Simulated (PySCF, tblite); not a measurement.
# C5H4N4: geometry, infrared bands and NMR shifts

Wanted: the infrared bands and NMR shifts of C5H4N4 (`C=Cc1n[nH]nc1C#N`), by calculation.

The runs use tblite 0.8.0 and PySCF 2.14.0, with density-fitted response routines of our own; the level of theory stands in each step. All values are computed, except where a source is named. Atoms count from 0, in the outputs and in this text.

## 1. The molecule as given

13 atoms, charge 0, multiplicity 1; geometry from: force field or distance geometry start.

Bonds of the start (Å): C0–C1 1.30, C1–C2 1.43, C2–N3 1.37, N3–N4 1.31, N4–N5 1.33, N5–C6 1.35, C6–C7 1.43, C7–N8 1.14, C6–C2 1.38, C0–H9 1.09, C0–H10 1.07, C1–H11 1.11, N4–H12 1.05.

## 2. Relaxing the molecule with GFN2-xTB

The job: settings as JSON, then the geometry in Å.

```
{"job": {"kind": "relax", "xc": "GFN2-xTB", "basis": "xTB"}, "charge": 0, "multiplicity": 1}
C      2.136900    -0.084300     0.521600
C      1.127000    -0.868100     0.263200
C     -0.217600    -0.496600    -0.056300
N     -1.224600    -1.384500    -0.318400
N     -2.349400    -0.762300    -0.576100
N     -2.114000     0.549500    -0.520500
C     -0.814900     0.743700    -0.202100
C     -0.160000     2.007200    -0.027800
N      0.345900     3.025000     0.095000
H      3.091900    -0.551700     0.762800
H      2.125900     0.988000     0.526700
H      1.325000    -1.956500     0.317400
H     -3.276600    -1.208800    -0.803200
```

On the command line:

```bash
$ OMP_NUM_THREADS=1 python probes_run.py task.json out
```

This one command runs all jobs of the session in turn.

**Question.** This job is followed by: GFN2-xTB harmonic vibrations, gas phase; GIAO PBE0/pcSseg-1 NMR shielding, non-relativistic, gas phase. Predict these results of the whole session: strongest single infrared mode (GFN2-xTB); zero-point energy (GFN2-xTB); 13C shifts against TMS (PBE0/pcSseg-1); 1H shifts against TMS (PBE0/pcSseg-1); 15N shifts against NH3 (PBE0/pcSseg-1).

The runs gave:

```
                                 quantity                                  value
strongest single infrared mode (GFN2-xTB)                  2376 cm⁻¹, 178 km/mol
             zero-point energy (GFN2-xTB)                          55.5 kcal/mol
   13C shifts against TMS (PBE0/pcSseg-1)  156.1, 132.4, 131.1, 123.1, 119.1 ppm
    1H shifts against TMS (PBE0/pcSseg-1)            10.91, 7.41, 7.21, 6.24 ppm
   15N shifts against NH3 (PBE0/pcSseg-1)         382.6, 360.1, 334.9, 261.9 ppm
```

Over 28 steps the energy fell by 0.516 eV; of the close pairs, C2–C6 changed most, 1.384 to 1.429 Å. No mode is imaginary among the 33: a minimum at this level. The strongest single mode, at 2376 cm⁻¹, moves mainly C7 and N8. Unscaled tight-binding wavenumbers are off by several per cent, some by more. Its intensities can rank the bands wrongly. At PBE0/pcSseg-1: The largest span, 561 ppm, is at N5, where the paramagnetic term is -440 ppm. NICS(1)zz of -31 ppm above the planar ring from C2 marks a diatropic (aromatic) ring current.
